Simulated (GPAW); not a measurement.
# IrPt3 (Pm-3m) in GPAW: settings compared

One crystal, IrPt3, is run at these levels: PBEsol, LDA; tasks: band structure, equation of state.

Everything below comes from runs of GPAW 26.7.0. Logs are shortened: lines on timing, memory, paths and dates and some standing lists are left out, and cuts for length are marked. The log counts tension as positive stress, the text compression.

## Step 1: The crystal as given

The structure is cubic, space group Pm-3m (No. 221). The conventional cell has a = 3.951 Å, b = 3.951 Å, c = 3.951 Å, α = 90.00°, β = 90.00°, γ = 90.00°. Around Pt (site symmetry 4/mmm) lie 8 Pt at 2.79 Å and 4 Ir at 2.79 Å. Ir (site symmetry m-3m) is surrounded by 12 Pt at 2.79 Å.

The cell comes from a database or a generator and needn't be the stable form of this composition.

## Step 2: Band structure, PBEsol

run.py reads:

```python
from ase import Atoms
from ase.dft.bandgap import bandgap
from ase.io import write
from ase.units import GPa
from gpaw import GPAW, PW, setup_paths

setup_paths.insert(0, '.')

atoms = Atoms(['Pt', 'Pt', 'Pt', 'Ir'],
              cell=[[3.951253, 0.0, 0.0],
                    [0.0, 3.951253, 0.0],
                    [0.0, 0.0, 3.951253]],
              scaled_positions=[[0.5, 0.5, 0.0],
                                [0.5, 0.0, 0.5],
                                [0.0, 0.5, 0.5],
                                [0.0, 0.0, 0.0]],
              pbc=True)

calc = GPAW(mode=PW(600),
            xc='PBEsol',
            kpts={'size': (7, 7, 7), 'gamma': True},
            occupations={'name': 'fermi-dirac', 'width': 0.05},
            nbands=54,
            convergence={'density': 1e-05, 'energy': 1e-05},
            maxiter=150,
            txt='gpaw.txt')
atoms.calc = calc
energy = atoms.get_potential_energy()
forces = atoms.get_forces()
stress = atoms.get_stress()
calc.write('gs.gpw')
write('result.traj', atoms)
print(f'Energy: {energy:.6f} eV')
print('Forces (eV/A):')
print(forces.round(4))
print('Stress (GPa):', (stress / GPa).round(3))
print('Fermi level:', round(calc.get_fermi_level(), 4), 'eV')
print(f'Gap: {bandgap(calc)[0]:.4f} eV, direct: {bandgap(calc, direct=True)[0]:.4f} eV')

path = atoms.cell.bandpath('GXMGRX,MR', npoints=80, eps=1e-4)
bs_calc = calc.fixed_density(kpts=path, symmetry='off', nbands=74,
                             convergence={'bands': 'CBM+6.0', 'eigenstates': 1e-6}, txt='bands.txt')
bs = bs_calc.band_structure()
bs.write('bs.json')
print(f'Gap on the path: {bandgap(bs_calc)[0]:.4f} eV')
```

Potentials or basis: PAW data sets generated in the run's folder for this functional, pw.

Run with:

```console
gpaw-setup -f PBEsol Ir Pt
OMP_NUM_THREADS=1 python run.py
```

gpaw.txt:

```text
__  _  _
 | _ |_)|_||  |
 |__||  | ||/\| - 26.7.0

Input parameters:
  mode=PW(ecut=600.0),
  convergence={'density': 1e-05, 'energy': 1e-05},
  kpts=MonkhorstPack(size=(7, 7, 7), gamma=True),
  maxiter=150,
  nbands=54,
  occupations=Occupations(name='fermi-dirac', width=0.05),
  xc=XC(name='PBEsol')

Diagonalizing LCAO Hamiltonian
Converting LCAO to pw mode
   .---------.
  /|         |
 * |         |
 |Pt         |
 | |         |
 | .--Pt-----.
 |/    Pt   /
 Ir--------*

Atoms  # Å, Bohr magnetons
|   | symbol |        x |        y |        z |    initial magnetic moments |
|---|--------|----------|----------|----------|-----------------------------|
| 0 |     Pt | 1.975626 | 1.975626 | 0.000000 | ( 0.0000,  0.0000,  0.0000) |
| 1 |     Pt | 1.975626 | 0.000000 | 1.975626 | ( 0.0000,  0.0000,  0.0000) |
| 2 |     Pt | 0.000000 | 1.975626 | 1.975626 | ( 0.0000,  0.0000,  0.0000) |
| 3 |     Ir | 0.000000 | 0.000000 | 0.000000 | ( 0.0000,  0.0000,  0.0000) |

Unit cell  # Å
| periodic |        x |        y |        z |  lengths |    angles |
|----------|----------|----------|----------|----------|-----------|
|      yes | 3.951253 | 0.000000 | 0.000000 | 3.951253 | 90.000000 |
|      yes | 0.000000 | 3.951253 | 0.000000 | 3.951253 | 90.000000 |
|      yes | 0.000000 | 0.000000 | 3.951253 | 3.951253 | 90.000000 |

Number of symmetries: 48
Symmetry operations  # r_c * U_cc + t_c -> r_c
|    | kind |            matrix            |
|----|------|------------------------------|
|  0 |  E   |  1, 0, 0,  0, 1, 0,  0, 0, 1 |
|  1 |  σ   |  1, 0, 0,  0, 1, 0,  0, 0,-1 |
|  2 |  σ   |  1, 0, 0,  0, 0, 1,  0, 1, 0 |
|  3 |  C4  |  1, 0, 0,  0, 0, 1,  0,-1, 0 |
|  4 |  C4  |  1, 0, 0,  0, 0,-1,  0, 1, 0 |
|  5 |  σ   |  1, 0, 0,  0, 0,-1,  0,-1, 0 |
|  6 |  σ   |  1, 0, 0,  0,-1, 0,  0, 0, 1 |
|  7 |  C2  |  1, 0, 0,  0,-1, 0,  0, 0,-1 |
|  8 |  σ   |  0, 1, 0,  1, 0, 0,  0, 0, 1 |
|  9 |  C2  |  0, 1, 0,  1, 0, 0,  0, 0,-1 |
| 10 |  C3  |  0, 1, 0,  0, 0, 1,  1, 0, 0 |
| 11 |  S6  |  0, 1, 0,  0, 0, 1, -1, 0, 0 |
| 12 |  S6  |  0, 1, 0,  0, 0,-1,  1, 0, 0 |
| 13 |  C3  |  0, 1, 0,  0, 0,-1, -1, 0, 0 |
| 14 |  C4  |  0, 1, 0, -1, 0, 0,  0, 0, 1 |
| 15 |  S4  |  0, 1, 0, -1, 0, 0,  0, 0,-1 |
| 16 |  C3  |  0, 0, 1,  1, 0, 0,  0, 1, 0 |
| 17 |  S6  |  0, 0, 1,  1, 0, 0,  0,-1, 0 |
| 18 |  σ   |  0, 0, 1,  0, 1, 0,  1, 0, 0 |
| 19 |  C4  |  0, 0, 1,  0, 1, 0, -1, 0, 0 |
| 20 |  C2  |  0, 0, 1,  0,-1, 0,  1, 0, 0 |
| 21 |  S4  |  0, 0, 1,  0,-1, 0, -1, 0, 0 |
| 22 |  S6  |  0, 0, 1, -1, 0, 0,  0, 1, 0 |
| 23 |  C3  |  0, 0, 1, -1, 0, 0,  0,-1, 0 |
| 24 |  S6  |  0, 0,-1,  1, 0, 0,  0, 1, 0 |
| 25 |  C3  |  0, 0,-1,  1, 0, 0,  0,-1, 0 |
| 26 |  C4  |  0, 0,-1,  0, 1, 0,  1, 0, 0 |
| 27 |  σ   |  0, 0,-1,  0, 1, 0, -1, 0, 0 |
| 28 |  S4  |  0, 0,-1,  0,-1, 0,  1, 0, 0 |
| 29 |  C2  |  0, 0,-1,  0,-1, 0, -1, 0, 0 |
| 30 |  C3  |  0, 0,-1, -1, 0, 0,  0, 1, 0 |
| 31 |  S6  |  0, 0,-1, -1, 0, 0,  0,-1, 0 |
| 32 |  C4  |  0,-1, 0,  1, 0, 0,  0, 0, 1 |
| 33 |  S4  |  0,-1, 0,  1, 0, 0,  0, 0,-1 |
| 34 |  S6  |  0,-1, 0,  0, 0, 1,  1, 0, 0 |
| 35 |  C3  |  0,-1, 0,  0, 0, 1, -1, 0, 0 |
| 36 |  C3  |  0,-1, 0,  0, 0,-1,  1, 0, 0 |
| 37 |  S6  |  0,-1, 0,  0, 0,-1, -1, 0, 0 |
| 38 |  σ   |  0,-1, 0, -1, 0, 0,  0, 0, 1 |
| 39 |  C2  |  0,-1, 0, -1, 0, 0,  0, 0,-1 |
| 40 |  σ   | -1, 0, 0,  0, 1, 0,  0, 0, 1 |
| 41 |  C2  | -1, 0, 0,  0, 1, 0,  0, 0,-1 |
| 42 |  C2  | -1, 0, 0,  0, 0, 1,  0, 1, 0 |
| 43 |  S4  | -1, 0, 0,  0, 0, 1,  0,-1, 0 |
| 44 |  S4  | -1, 0, 0,  0, 0,-1,  0, 1, 0 |
| 45 |  C2  | -1, 0, 0,  0, 0,-1,  0,-1, 0 |
| 46 |  C2  | -1, 0, 0,  0,-1, 0,  0, 0, 1 |
| 47 |  i   | -1, 0, 0,  0,-1, 0,  0, 0,-1 |

BZ-sampling:
  Number of BZ points: 343
  Number of IBZ points: 20

  Monkhorst-Pack size: [7, 7, 7]
  Monkhorst-Pack shift: [0, 0, 0]

K-points  # in reciprocal-cell coordinates
|     |                                coordinates |     weight |
|-----|--------------------------------------------|------------|
|   0 | (  0.00000000,   0.00000000,   0.00000000) | 0.00291545 |
|   1 | (  0.14285714,   0.00000000,   0.00000000) | 0.01749271 |
|   2 | (  0.14285714,   0.14285714,   0.00000000) | 0.03498542 |
|   3 | (  0.14285714,   0.14285714,   0.14285714) | 0.02332362 |
|   4 | (  0.28571429,   0.00000000,   0.00000000) | 0.01749271 |
|   5 | (  0.28571429,   0.14285714,   0.00000000) | 0.06997085 |
|   6 | (  0.28571429,   0.14285714,   0.14285714) | 0.06997085 |
|   7 | (  0.28571429,   0.28571429,   0.00000000) | 0.03498542 |
|   8 | (  0.28571429,   0.28571429,   0.14285714) | 0.06997085 |
|   9 | (  0.28571429,   0.28571429,   0.28571429) | 0.02332362 |
| ... |                                            |            |
|  19 | (  0.42857143,   0.42857143,   0.42857143) | 0.02332362 |

Plane wave coefficients: 2103
Cutoff: 600.0 eV

Spin-components: 1 (collinear spins)
Bands:           54
Projectors:      24
Spin-degeneracy: 2
Datatype:        complex128

Parallelization:
  kpt:    1
  domain: 1
  band:   1

Density:
  Valence electrons: 63.0
  Components: 1
  Grid points: [24 24 24]
  Charge: 0.0  # |e|

Potential:
  Grid points: [24 24 24]

species:
  Pt:
    name:    Platinum
    Z:       78.0
    valence: 16
    core:    62
    charge:  0.0  # [|e|]
    compensation charges:
      type: gauss
      rc: 0.41  # [Å]
      lmax: 2
    cutoffs:
      filter: 2.26  # [Å]
      core: 2.26  # [Å]
    projectors
    | kind |    occ | energy [eV] | rcut [Å] |
    |------|--------|-------------|----------|
    |   6s |  1.000 |      -5.666 |    1.307 |
    |   5p |  6.000 |     -56.073 |    1.371 |
    |   6p |  0.000 |      -0.783 |    1.371 |
    |   5d |  9.000 |      -6.179 |    1.307 |
    |    s |        |      21.545 |    1.307 |
    |    d |        |      21.032 |    1.307 |

    Using partial waves for Pt as LCAO basis

  Ir:
    name:    Iridium
    Z:       77.0
    valence: 15
    core:    62
    charge:  0.0  # [|e|]
    compensation charges:
      type: gauss
      rc: 0.40  # [Å]
      lmax: 2
    cutoffs:
      filter: 2.40  # [Å]
      core: 2.36  # [Å]
    projectors
    | kind |    occ | energy [eV] | rcut [Å] |
    |------|--------|-------------|----------|
    |   6s |  2.000 |      -6.350 |    1.296 |
    |   5p |  6.000 |     -54.763 |    1.328 |
    |   6p |  0.000 |      -1.184 |    1.328 |
    |   5d |  7.000 |      -7.197 |    1.286 |
    |    s |        |      20.861 |    1.296 |
    |    d |        |      20.014 |    1.286 |

    Using partial waves for Ir as LCAO basis

Reference energy: -1985054.654825  # eV

eigensolver:
  PPCG
  Converge bands: occupied
  niter=2

density mixing:
  MSR1-Mixer
  Pratt-step length: 0.05
  Maximum mixing coefficient: 0.75
  Old densities: 10
  SVD Regularization: 0.005
  Good broyden scale: 1.0
  Trust region scale: 1.0
  Backstep threshold: 4.0
  History deletion threshold: 6.0
  Fourier metric: weight=20.0, sigma=0.015

occupation numbers:
  Fermi-Dirac:
    width: 0.0500  # eV

poisson solver:
  ecut: 4800.0  # eV

xc functional:
  name: PBEsol with 2 nearest neighbor stencil

convergence criteria:
[... 6 lines left out ...]
|iter     | |      energy | eigst |  dens |
|---------|-|-------------|-------|-------|
|iter:   1| |  -34.801197 | +0.42 |       |
|iter:   2| |  -33.649673 | -1.71 | -1.08 |
|iter:   3| |  -31.902910 | -1.92 | -1.17 |
|iter:   4| |  -31.827487 | -3.00 | -1.75 |
|iter:   5| |  -31.806482 | -3.38 | -1.98 |
|iter:   6| |  -31.809028 | -3.09 | -2.42 |
|iter:   7| |  -31.807776 | -4.53 | -2.78 |
|iter:   8| |  -31.807758 | -5.38 | -3.40 |
|iter:   9| |  -31.807763c| -6.37 | -4.05 |
|iter:  10| |  -31.807764c| -6.73 | -4.46 |
|iter:  11| |  -31.807764c| -7.66c| -5.44c|

Converged in 11 steps
Energy contributions relative to reference atoms: (reference = -1985054.654825)

Energy contributions:
  Kinetic:         -41.033655
  Coulomb:          32.960055
  Zero:             -1.908603
  External:          0.000000
  Xc:              -21.791673
  Entropy:          -0.067775
  Spinorbit:         0.000000
  ----------------------------
  Free energy:     -31.841652
  Extrapolated:    -31.807764

dipole moment: (-27.837730, -27.837730, -27.837730)  # |e|*Ang

Fermi level: 11.911
Eigenvalues  # (at kpt = [0.000, 0.000, 0.000])
| band index |      eig [eV] | occ [0-2] |
|------------|---------------|-----------|
|          0 |       -41.130 |     2.000 |
|        ... |               |           |
|         17 |         5.495 |     2.000 |
|         18 |         5.495 |     2.000 |
|         19 |         8.273 |     2.000 |
|         20 |         8.273 |     2.000 |
|         21 |         8.273 |     2.000 |
|         22 |        10.369 |     2.000 |
[... 8 lines left out ...]
|         31 |        12.910 |     0.000 |
|         32 |        12.910 |     0.000 |
|        ... |               |           |
|         53 |        34.877 |     0.000 |

No gap
No difference between direct/indirect transitions

Forces  # eV/Ang
|        x |        y |        z |
|----------|----------|----------|
| -0.00000 | -0.00000 |  0.00000 |  # Pt   0
|  0.00000 |  0.00000 | -0.00000 |  # Pt   1
| -0.00000 |  0.00000 |  0.00000 |  # Pt   2
| -0.00000 | -0.00000 | -0.00000 |  # Ir   3

Stress tensor  # eV/Ang^3
|        x |        y |        z |
|----------|----------|----------|
| 0.074223 | 0.000000 | 0.000000 |
| 0.000000 | 0.074223 | 0.000000 |
| 0.000000 | 0.000000 | 0.074223 |

# Writing to gs.gpw (mode='')
```

It took 2.6 min on 1 thread of Arm Neoverse V2, shared host; peak memory 0.48 GiB.

Results:

```
Free energy             : -31.8417 eV
Pressure                : -11.9 GPa
Band gap along the path : none (metal or under the smearing width)
```

Levels at the corners of the path, in eV from the Fermi level:
```
point  band 28  band 29  band 30  band 31  band 32  band 33  band 34  band 35
    Γ     0.30     0.38     0.38     1.00     1.00     1.00     1.75     1.75
    X    -1.69    -1.69    -1.47    -1.01    -0.39     0.30     0.99     6.88
    M    -1.88    -1.83    -1.71    -1.27    -1.27     1.68     1.68     2.16
    Γ     0.30     0.38     0.38     1.00     1.00     1.00     1.75     1.75
    R    -0.45    -0.13    -0.13    -0.13     0.38     0.38     0.38     0.43
    X    -1.69    -1.69    -1.47    -1.01    -0.39     0.30     0.99     6.88
    M    -1.88    -1.83    -1.71    -1.27    -1.27     1.68     1.68     2.16
    R    -0.45    -0.13    -0.13    -0.13     0.38     0.38     0.38     0.43
```

Caveat: spin-orbit coupling is left out, which moves the levels of the heavy elements.

## Step 3: Band structure, LDA

Changes to run.py since step 2:

```diff
@@ -4,5 +4,3 @@
 from ase.units import GPa
-from gpaw import GPAW, PW, setup_paths
-
-setup_paths.insert(0, '.')
+from gpaw import GPAW, PW
 
@@ -19,3 +17,3 @@
 calc = GPAW(mode=PW(600),
-            xc='PBEsol',
+            xc='LDA',
             kpts={'size': (7, 7, 7), 'gamma': True},
```

Potentials or basis: the program's PAW data sets (release 1.2.1) made for this functional, pw.

Run with:

```console
OMP_NUM_THREADS=1 python run.py
```

It took 2.5 min on 1 thread of Arm Neoverse V2, shared host; peak memory 0.47 GiB.

Results (log left out):

| Property | Result |
| --- | --- |
| Free energy | -34.0909 eV |
| Pressure | -17.6 GPa |
| Band gap along the path | none (metal or under the smearing width) |

Levels at the corners of the path, in eV from the Fermi level:
| point | band 28 | band 29 | band 30 | band 31 | band 32 | band 33 | band 34 | band 35 |
| --- | --- | --- | --- | --- | --- | --- | --- | --- |
| Γ | 0.30 | 0.39 | 0.39 | 0.99 | 0.99 | 0.99 | 1.78 | 1.78 |
| X | -1.70 | -1.70 | -1.47 | -1.01 | -0.39 | 0.30 | 0.99 | 6.80 |
| M | -1.89 | -1.83 | -1.71 | -1.28 | -1.28 | 1.67 | 1.67 | 2.15 |
| Γ | 0.30 | 0.39 | 0.39 | 0.99 | 0.99 | 0.99 | 1.78 | 1.78 |
| R | -0.41 | -0.13 | -0.13 | -0.13 | 0.38 | 0.38 | 0.38 | 0.43 |
| X | -1.70 | -1.70 | -1.47 | -1.01 | -0.39 | 0.30 | 0.99 | 6.80 |
| M | -1.89 | -1.83 | -1.71 | -1.28 | -1.28 | 1.67 | 1.67 | 2.15 |
| R | -0.41 | -0.13 | -0.13 | -0.13 | 0.38 | 0.38 | 0.38 | 0.43 |

Caveat: spin-orbit coupling is left out, which moves the levels of the heavy elements.

## Step 4: Equation of state, LDA

run.py reads:

```python
from ase import Atoms
from ase.eos import EquationOfState
from ase.io import Trajectory
from ase.units import GPa
from gpaw import GPAW, PW

atoms = Atoms(['Pt', 'Pt', 'Pt', 'Ir'],
              cell=[[3.951253, 0.0, 0.0],
                    [0.0, 3.951253, 0.0],
                    [0.0, 0.0, 3.951253]],
              scaled_positions=[[0.5, 0.5, 0.0],
                                [0.5, 0.0, 0.5],
                                [0.0, 0.5, 0.5],
                                [0.0, 0.0, 0.0]],
              pbc=True)

traj = Trajectory('eos.traj', 'w')
volumes, energies = [], []
for x in [0.94, 0.96, 0.98, 1.0, 1.02, 1.04, 1.06]:
    a = atoms.copy()
    a.set_cell(atoms.cell * x**(1 / 3), scale_atoms=True)
    calc = GPAW(mode=PW(600),
                xc='LDA',
                kpts={'size': (7, 7, 7), 'gamma': True},
                occupations={'name': 'fermi-dirac', 'width': 0.05},
                nbands=54,
                convergence={'density': 1e-05, 'energy': 1e-05},
                maxiter=150,
                txt=f'eos-{x:.2f}.txt')
    a.calc = calc
    energies.append(a.get_potential_energy(force_consistent=True))
    volumes.append(a.get_volume())
    p = -a.get_stress()[:3].mean() / GPa
    calc.write(f'eos-{x:.2f}.gpw')
    traj.write(a)
    print(f'{x:.2f} {volumes[-1]:10.4f} A^3 {energies[-1]:14.6f} eV {p:9.3f} GPa', flush=True)

v0, e0, B = EquationOfState(volumes, energies, eos='birchmurnaghan').fit()
print(f'V0 = {v0:.4f} A^3, E0 = {e0:.6f} eV, B0 = {B / GPa:.2f} GPa')
```

Run with:

```console
OMP_NUM_THREADS=1 python run.py
```

Run time: 5 min. Hardware: 1 thread of Arm Neoverse V2, shared host; peak memory 0.37 GiB.

It converged, with:

| Item | Value |
| --- | --- |
| Equilibrium volume | 14.47 Å³/atom (rough: see the caveat) |
| Bulk modulus | 326 GPa (rough) |

Energy against volume, from the lowest point:
| volume (Å³/atom) | energy (meV/atom) |
| --- | --- |
| 14.497 | 0.00 |
| 14.805 | 7.42 |
| 15.114 | 26.42 |
| 15.422 | 55.54 |
| 15.731 | 93.50 |
| 16.039 | 139.17 |
| 16.347 | 191.51 |

Caveat: the minimum lies outside the volumes run. The run has no spin-orbit coupling, so splittings on Ir, Pt are missing.

## Step 5: The reference run

An earlier run on the cell as given: functional PBEsol; potentials or basis PAW data sets generated in the run's folder for this functional; cutoff 600 eV; basis pw; k mesh 7 × 7 × 7; occupations fermi-dirac, width 0.05 eV; no spin polarisation.

- Pressure: -11.9 GPa
- Band gap on the k mesh: none (metal or under the smearing width)

## Step 6: The runs side by side

| task | level | potentials or basis | band path | band points | pressure (GPa) |
| --- | --- | --- | --- | --- | --- |
| band structure | PBEsol | PAW data sets generated in the run's folder for this functional, pw | GXMGRX,MR | 80 | -11.9 |
| band structure | LDA | the program's PAW data sets (release 1.2.1) made for this functional, pw | GXMGRX,MR | 80 | -17.6 |
| equation of state | LDA | the program's PAW data sets (release 1.2.1) made for this functional, pw | - | - | - |
| single point | PBEsol | PAW data sets generated in the run's folder for this functional, pw | - | - | -11.9 |

Alike in all rows: no spin polarisation; cell as given; k mesh 7 × 7 × 7; cutoff (eV) 600; smearing fermi-dirac 0.05 eV.

Caveats: spin-orbit coupling is left out, which moves the levels of the heavy elements (some runs); the minimum lies outside the volumes run (some runs).

Absolute energies hang on the potentials; compare differences alone.
